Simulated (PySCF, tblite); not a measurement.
# C7H11ClSi2: geometry, infrared bands and NMR shifts

What infrared bands and NMR shifts should C7H11ClSi2 (`C=CC1=C[SiH2]C/C(=C/Cl)[SiH2]1`) show?

Computed with tblite 0.8.0 and PySCF 2.14.0, with density-fitted response routines of our own, on a single molecule in the gas phase. Atoms count from 0, in the outputs and in this text.

## Step 1: Starting geometry

21 atoms, charge 0, multiplicity 1; geometry from: force field or distance geometry start.

Bonds of the start (Å): C0–C1 1.30, C1–C2 1.47, C2–C3 1.29, C3–Si4 1.84, Si4–C5 1.85, C5–C6 1.52, C6–C7 1.32, C7–Cl8 1.74, C6–Si9 1.84, Si9–C2 1.85, C0–H10 1.10, C0–H11 1.09, C1–H12 1.09, C3–H13 1.11, Si4–H14 1.48, Si4–H15 1.49, C5–H16 1.12, C5–H17 1.09, C7–H18 1.09, Si9–H19 1.47, Si9–H20 1.47.

## Step 2: Geometry optimisation with GFN2-xTB

The job: settings as JSON, then the geometry in Å.

```
{"job": {"kind": "relax", "xc": "GFN2-xTB", "basis": "xTB"}, "charge": 0, "multiplicity": 1}
C      2.846300     1.507000    -1.053800
C      2.561000     0.331300    -0.573400
C      1.191100    -0.126500    -0.300600
C      1.006400    -1.315300     0.177900
Si    -0.617500    -2.074800     0.587800
C     -2.078900    -1.036500     0.128300
C     -1.646200     0.396000     0.370500
C     -2.252000     1.135300     1.274600
Cl    -1.776200     2.780200     1.568600
Si    -0.243700     0.982300    -0.660900
H      2.067700     2.245300    -1.305600
H      3.887900     1.776100    -1.219700
H      3.396200    -0.328000    -0.339000
H      1.894700    -1.949600     0.383600
H     -0.620100    -2.446500     2.015300
H     -0.755600    -3.370400    -0.126700
H     -2.164100    -1.087800    -0.990400
H     -3.009100    -1.292500     0.634800
H     -3.074500     0.696500     1.836400
H     -0.675600     0.801900    -2.057500
H      0.053100     2.393000    -0.350800
```

The run is started by

```console
> OMP_NUM_THREADS=1 python probes_run.py task.json out
```

One launch serves the whole session: the jobs run in the order shown.

Output:

```text
step      E/eV     max force
  0    -775.46937    3.017
  1    -775.66684    2.034
  2    -775.76150    0.613
  3    -775.80556    0.577
  4    -775.85981    0.993
  5    -775.88742    0.546
  6    -775.89766    0.219
  7    -775.90228    0.149
  8    -775.90627    0.175
  9    -775.91048    0.184
 10    -775.91398    0.141
 11    -775.91663    0.125
 12    -775.91905    0.129
 13    -775.92148    0.134
 14    -775.92350    0.123
 15    -775.92495    0.086
 16    -775.92612    0.084
 17    -775.92741    0.097
 18    -775.92878    0.107
 19    -775.92996    0.092
 20    -775.93088    0.070
 21    -775.93164    0.057
 22    -775.93231    0.071
 23    -775.93293    0.063
 24    -775.93350    0.043
 25    -775.93398    0.042
 26    -775.93438    0.050
 27    -775.93476    0.063
 28    -775.93519    0.057
 29    -775.93565    0.048
 30    -775.93603    0.035
 31    -775.93629    0.037
 32    -775.93653    0.040
 33    -775.93683    0.051
 34    -775.93722    0.053
 35    -775.93763    0.045
 36    -775.93798    0.035
 37    -775.93832    0.042
 38    -775.93871    0.053
 39    -775.93914    0.043
 40    -775.93952    0.042
 41    -775.93989    0.041
 42    -775.94035    0.058
 43    -775.94100    0.078
 44    -775.94179    0.080
 45    -775.94255    0.066
 46    -775.94325    0.071
 47    -775.94403    0.094
 48    -775.94510    0.104
 49    -775.94638    0.097
 50    -775.94749    0.089
 51    -775.94831    0.075
 52    -775.94902    0.069
 53    -775.94978    0.072
 54    -775.95060    0.072
 55    -775.95133    0.066
 56    -775.95200    0.061
 57    -775.95272    0.063
 58    -775.95353    0.055
 59    -775.95425    0.077
 60    -775.95472    0.070
 61    -775.95516    0.046
 62    -775.95555    0.040
 63    -775.95592    0.040
 64    -775.95628    0.045
 65    -775.95664    0.047
 66    -775.95697    0.047
 67    -775.95729    0.034
 68    -775.95755    0.040
 69    -775.95779    0.039
 70    -775.95799    0.030
 71    -775.95813    0.024
 72    -775.95822    0.020
 73    -775.95829    0.022
 74    -775.95836    0.019
 75    -775.95846    0.019
 76    -775.95858    0.025
 77    -775.95873    0.034
 78    -775.95891    0.036
 79    -775.95910    0.029
 80    -775.95929    0.028
 81    -775.95945    0.026
 82    -775.95959    0.031
 83    -775.95975    0.032
 84    -775.95997    0.036
 85    -775.96023    0.035
 86    -775.96050    0.034
 87    -775.96077    0.040
 88    -775.96108    0.043
 89    -775.96146    0.046
 90    -775.96183    0.040
 91    -775.96210    0.031
 92    -775.96227    0.028
 93    -775.96243    0.033
 94    -775.96263    0.042
 95    -775.96285    0.035
 96    -775.96303    0.028
 97    -775.96315    0.025
 98    -775.96326    0.027
 99    -775.96340    0.035
100    -775.96359    0.034
101    -775.96382    0.028
102    -775.96397    0.029
103    -775.96415    0.030
104    -775.96438    0.036
105    -775.96472    0.049
106    -775.96514    0.046
107    -775.96562    0.035
108    -775.96592    0.039
109    -775.96625    0.047
110    -775.96657    0.040
111    -775.96693    0.037
112    -775.96728    0.040
113    -775.96762    0.043
114    -775.96794    0.045
115    -775.96824    0.037
116    -775.96853    0.037
117    -775.96881    0.033
118    -775.96909    0.040
119    -775.96931    0.050
120    -775.96960    0.039
121    -775.96989    0.037
122    -775.97032    0.035
123    -775.97053    0.036
124    -775.97100    0.040
125    -775.97139    0.039
126    -775.97173    0.038
127    -775.97196    0.037
128    -775.97211    0.039
129    -775.97223    0.029
130    -775.97230    0.038
131    -775.97247    0.038
132    -775.97257    0.020
133    -775.97265    0.015
134    -775.97273    0.019
135    -775.97283    0.023
136    -775.97294    0.023
137    -775.97303    0.024
138    -775.97309    0.015
139    -775.97313    0.011
140    -775.97318    0.016
141    -775.97322    0.015
142    -775.97327    0.014
143    -775.97331    0.015
144    -775.97336    0.015
145    -775.97342    0.019
146    -775.97350    0.018
147    -775.97356    0.014
148    -775.97360    0.012
149    -775.97362    0.009
```

Run time: 1.6 s. Hardware: 1 thread of Arm Neoverse V2, shared host; peak memory 0.18 GiB.

Relaxation path: (not every step is listed)

```
step  energy from step 0 (eV)  largest force (eV/Å)
   0                   0.0000                3.0170
   1                  -0.1975                2.0335
   2                  -0.2921                0.6131
   3                  -0.3362                0.5771
   4                  -0.3904                0.9933
   5                  -0.4180                0.5465
   6                  -0.4283                0.2193
   7                  -0.4329                0.1495
   8                  -0.4369                0.1749
  21                  -0.4623                0.0571
  34                  -0.4678                0.0533
  47                  -0.4747                0.0938
  60                  -0.4853                0.0704
  73                  -0.4889                0.0217
  86                  -0.4911                0.0336
  99                  -0.4940                0.0351
 112                  -0.4979                0.0403
 125                  -0.5020                0.0391
 138                  -0.5037                0.0152
 144                  -0.5040                0.0150
 145                  -0.5041                0.0192
 146                  -0.5041                0.0178
 147                  -0.5042                0.0145
 148                  -0.5042                0.0122
 149                  -0.5042                0.0085
```

Distances of close pairs at the start and the end, largest changes first:

| bond | before (Å) | after (Å) | change (Å) |
| --- | --- | --- | --- |
| Si4–C5 | 1.851 | 1.907 | +0.057 |
| C6–Si9 | 1.837 | 1.890 | +0.053 |
| C2–C3 | 1.295 | 1.346 | +0.052 |
| C2–Si9 | 1.849 | 1.897 | +0.048 |
| C3–Si4 | 1.839 | 1.875 | +0.036 |
| C5–H16 | 1.123 | 1.092 | -0.031 |
| C0–C1 | 1.302 | 1.328 | +0.026 |
| C0–H10 | 1.102 | 1.076 | -0.026 |

The end geometry stands in the next job.

## Step 3: Vibrational analysis with GFN2-xTB

The job: settings as JSON, then the geometry in Å.

```
{"job": {"kind": "ir", "xc": "GFN2-xTB", "basis": "xTB"}, "charge": 0, "multiplicity": 1}
C      2.885265     1.421201    -1.308906
C      2.545795     0.219688    -0.856452
C      1.247937    -0.147937    -0.317251
C      1.066822    -1.401128     0.140098
Si    -0.524631    -2.096260     0.846774
C     -1.929047    -1.064360     0.071703
C     -1.712837     0.383504     0.357478
C     -2.630657     1.065705     1.026309
Cl    -2.464308     2.738743     1.402354
Si    -0.107232     1.177539    -0.244490
H      2.196199     2.247499    -1.310524
H      3.871876     1.619924    -1.692743
H      3.284215    -0.576274    -0.876152
H      1.913832    -2.081821     0.092295
H     -0.566636    -1.978534     2.310235
H     -0.684181    -3.502074     0.451413
H     -1.912627    -1.216174    -1.009209
H     -2.906704    -1.388018     0.431672
H     -3.557800     0.646014     1.391583
H     -0.364001     1.725592    -1.586422
H      0.339801     2.224112     0.679763
```

Output:

```text
mode    cm-1     km/mol
  1      22.3      0.10
  2      67.2      0.30
  3      87.2      0.00
  4     113.3      0.45
  5     175.7      0.09
  6     194.5      2.20
  7     214.5      1.11
  8     245.6      0.29
  9     286.1      1.40
 10     295.3      0.45
 11     354.5      0.66
 12     381.2     15.25
 13     431.9     15.20
 14     468.6     16.17
 15     491.7     98.47
 16     509.2     18.37
 17     556.8      3.80
 18     582.0     43.02
 19     611.0      5.95
 20     635.5     25.47
 21     662.5     48.83
 22     674.5     74.53
 23     726.6     38.27
 24     743.4    363.96
 25     755.8    168.26
 26     770.2    109.61
 27     785.0    189.33
 28     798.5     92.53
 29     831.4     47.34
 30     841.0     53.59
 31     867.1    150.14
 32     889.0     11.16
 33     980.5      2.01
 34    1009.6     15.23
 35    1100.4      4.26
 36    1150.5     54.02
 37    1158.4      6.72
 38    1202.9     16.02
 39    1258.6     34.89
 40    1281.4      7.17
 41    1320.5     10.65
 42    1407.6      0.59
 43    1465.3      4.01
 44    1581.4     18.35
 45    1647.8     27.47
 46    1665.4      3.12
 47    2193.4    223.75
 48    2209.8    469.22
 49    2220.4    249.38
 50    2244.9    266.07
 51    2958.3     40.73
 52    2975.2     49.98
 53    2976.9     54.05
 54    3011.6     65.50
 55    3038.0     19.79
 56    3106.1     19.54
 57    3135.2     59.22
```

It took 1.2 s on 1 thread of Arm Neoverse V2, shared host; peak memory 0.18 GiB.

The strongest bands and the atoms that carry them (share of the mass-weighted mode):

| cm⁻¹ | km/mol | atoms |
| --- | --- | --- |
| 743 | 364.0 | H20 36 %, H19 14 %, Si9 12 % |
| 756 | 168.3 | H19 42 %, H20 37 % |
| 785 | 189.3 | H15 21 %, H14 19 %, H18 18 % |
| 867 | 150.1 | C7 18 %, Si4 16 %, C3 15 %, C5 14 % |
| 2193 | 223.8 | H19 94 % |
| 2210 | 469.2 | H15 51 %, H14 42 % |
| 2220 | 249.4 | H14 53 %, H15 45 % |
| 2245 | 266.1 | H20 96 % |

## Step 4: NMR shieldings: PBE0/pcSseg-1

Same as in step 3 but for these lines:

```diff
@@ -1,2 +1,2 @@
-{"job": {"kind": "ir", "xc": "GFN2-xTB", "basis": "xTB"}, "charge": 0, "multiplicity": 1}
+{"job": {"kind": "nmr", "xc": "PBE0", "basis": "pcSseg-1"}, "charge": 0, "multiplicity": 1}
 C      2.885265     1.421201    -1.308906
```

Method: GIAO PBE0/pcSseg-1 NMR shielding, non-relativistic, gas phase.

Output:

```text
coarse grid: 19296 points
cycle   1  E = -1311.5810896001  dE =  1.244e+00  |g| = 4.577e-01  |ddm| = 4.412e+00
cycle   2  E = -1311.5607203045  dE =  2.037e-02  |g| = 5.380e-01  |ddm| = 9.307e-01
cycle   3  E = -1311.6324759691  dE = -7.176e-02  |g| = 1.321e-01  |ddm| = 6.194e-01
cycle   4  E = -1311.6368244281  dE = -4.348e-03  |g| = 3.731e-02  |ddm| = 1.694e-01
cycle   5  E = -1311.6371725718  dE = -3.481e-04  |g| = 9.003e-03  |ddm| = 4.128e-02
cycle   6  E = -1311.6371908970  dE = -1.833e-05  |g| = 3.746e-03  |ddm| = 1.357e-02
cycle   7  E = -1311.6371939863  dE = -3.089e-06  |g| = 1.380e-03  |ddm| = 4.530e-03
final grid: 173152 points
cycle   8  E = -1311.6961628423  dE = -4.133e-05  |g| = 8.447e-03  |ddm| = 4.100e-02
cycle   9  E = -1311.6961517842  dE =  1.106e-05  |g| = 1.033e-02  |ddm| = 1.959e-02
cycle  10  E = -1311.6961806528  dE = -2.887e-05  |g| = 2.013e-03  |ddm| = 1.258e-02
cycle  11  E = -1311.6961816842  dE = -1.031e-06  |g| = 5.054e-04  |ddm| = 2.480e-03
cycle  12  E = -1311.6961817496  dE = -6.541e-08  |g| = 1.346e-04  |ddm| = 5.860e-04
cycle  13  E = -1311.6961817539  dE = -4.281e-09  |g| = 3.768e-05  |ddm| = 1.692e-04
cycle  14  E = -1311.6961817542  dE = -3.056e-10  |g| = 1.358e-05  |ddm| = 4.207e-05
converged SCF energy = -1311.6961817542

GIAO shielding tensors (ppm)
atom      isotropic    diamagn.    paramagn.     s11        s22        s33       span
  0 C       62.054     256.067    -194.013    -41.703     63.758    164.107    205.809
  1 C       33.316     250.898    -217.582    -73.321     44.372    128.896    202.217
  2 C       24.193     260.948    -236.755    -84.780     -6.688    164.046    248.826
  3 C       37.410     257.440    -220.031    -61.119     14.041    159.307    220.425
  4 Si     401.492     880.634    -479.142    379.049    391.358    434.069     55.021
  5 C      163.664     250.057     -86.394    151.716    158.461    180.814     29.099
  6 C       46.215     263.599    -217.384    -62.546     40.061    161.130    223.676
  7 C       49.660     248.313    -198.653    -55.662     98.347    106.295    161.957
  8 Cl     719.021    1146.936    -427.914    507.830    715.206    934.028    426.198
  9 Si     420.801     883.444    -462.643    391.919    425.262    445.221     53.302
 10 H       26.129      32.858      -6.729     23.809     24.222     30.355      6.546
 11 H       26.127      26.895      -0.768     24.710     24.920     28.751      4.041
 12 H       24.955      29.962      -5.007     23.081     23.567     28.217      5.136
 13 H       24.713      31.971      -7.258     23.124     23.857     27.158      4.034
 14 H       27.305      29.159      -1.854     24.395     25.440     32.080      7.685
 15 H       27.218      28.810      -1.592     23.660     24.974     33.019      9.360
 16 H       29.734      30.920      -1.185     26.148     27.754     35.301      9.153
 17 H       29.695      30.819      -1.124     25.363     28.843     34.878      9.514
 18 H       25.067      30.118      -5.051     20.493     26.628     28.078      7.585
 19 H       26.867      30.588      -3.722     23.075     26.005     31.519      8.444
 20 H       26.518      30.718      -4.201     21.724     27.827     30.003      8.279
```

Wall time 70 s (1 thread of Arm Neoverse V2, shared host); peak memory 1.1 GiB.

Shifts follow as δ = σ(reference) − σ, with reference shieldings (ppm) from runs at the same level and on the same kind of geometry: ¹H TMS 31.72, ¹³C TMS 186.9, ²⁹Si TMS 349.2, ³⁵Cl HCl 950. The references are single molecules in the gas phase. Atoms listed in one row are averaged.

```csv
atoms,environment,σ (ppm),δ (ppm),δ scaled to CDCl3
C2,fully substituted alkene carbon,24.2,162.7,156.9
C1,alkene CH,33.3,153.6,148.0
C3,alkene CH,37.4,149.5,144.0
C6,fully substituted alkene carbon,46.2,140.7,135.4
C7,alkene CH,49.7,137.3,132.1
C0,terminal =CH2 carbon,62.1,124.9,120.0
C5,allylic sp3 CH2 bonded to Si,163.7,23.3,20.8
H13,hydrogen on an alkene CH,24.71,7.00,6.71
H12,hydrogen on an alkene CH,24.96,6.76,6.48
H18,hydrogen on an alkene CH,25.07,6.65,6.38
H11,hydrogen on a terminal =CH2 carbon,26.13,5.59,5.38
H10,hydrogen on a terminal =CH2 carbon,26.13,5.59,5.37
"H19, H20","hydrogen on a silicon bonded to 2 C, in a 6-membered ring",26.69,5.02,–
"H14, H15","hydrogen on a silicon bonded to 2 C, in a 6-membered ring",27.26,4.46,–
"H16, H17",hydrogen on an allylic sp3 CH2 bonded to Si,29.71,2.00,1.99
Si4,"silicon bonded to 2 C, 2 H, in a 6-membered ring",401.5,-52.3,–
Si9,"silicon bonded to 2 C, 2 H, in a 6-membered ring",420.8,-71.6,–
Cl8,chlorine bonded to C,719,231,–
```

The scaled column applies a straight-line fit of computed shieldings to shifts measured in CDCl3, with any fitted terms for Cl, Br or S neighbours (root-mean-square error 0.16 ppm for H, 1.9 ppm for C).

The run also stored atomic charges by several schemes (e):

```
atoms  Mulliken    IAO  Hirshfeld  ESP fit
   C0     -0.17  -0.31      -0.09    -0.40
   C1     -0.12  -0.13      -0.05    -0.16
   C2     -0.41  -0.23      -0.08     0.07
   C3     -0.36  -0.42      -0.13    -0.44
  Si4      0.71   0.76       0.34     0.59
   C5     -0.42  -0.52      -0.16    -0.48
   C6     -0.51  -0.26      -0.10     0.14
   C7     -0.03  -0.17      -0.04    -0.36
  Cl8     -0.11  -0.03      -0.02    -0.06
  Si9      0.78   0.71       0.31     0.28
```

Mayer bond orders: C0–C1 1.92, C1–C2 1.09, C2–C3 1.82, C3–Si4 0.90, Si4–C5 0.88, C5–C6 1.03, C6–C7 1.86, C7–Cl8 1.03, C6–Si9 0.83, Si9–C2 0.82.

Ring of atoms C2, C3, Si4, C5, C6, Si9: NICS(0) -0.3, NICS(1) -1.6, NICS(1)zz 4.1 ppm (means of both faces).

## Step 5: Results

| quantity | value |
| --- | --- |
| strongest single infrared mode (GFN2-xTB) | 2210 cm⁻¹, 469 km/mol |
| zero-point energy (GFN2-xTB) | 92.0 kcal/mol |
| ¹³C shifts against TMS (PBE0/pcSseg-1) | 162.7, 153.6, 149.5, 140.7, 137.3, 124.9, 23.3 ppm |
| ¹H shifts against TMS (PBE0/pcSseg-1, means over atoms taken as alike) | 7.00, 6.76, 6.65, 5.59, 5.59, 5.02, 4.46, 2.00 ppm |
| ²⁹Si shifts against TMS (PBE0/pcSseg-1) | -52.3, -71.6 ppm |
| ³⁵Cl shifts against HCl (PBE0/pcSseg-1) | 231 ppm |

In words: Over 149 steps the energy fell by 0.504 eV; of the close pairs, Si4–C5 changed most, 1.851 to 1.907 Å. No mode is imaginary among the 57: a minimum at this level. The strongest single mode, at 2210 cm⁻¹, moves mainly H15 and H14. Unscaled tight-binding wavenumbers are off by several per cent, some by more. Its intensities can rank the bands wrongly. At PBE0/pcSseg-1: The largest span, 426 ppm, is at Cl8, where the paramagnetic term is -428 ppm.
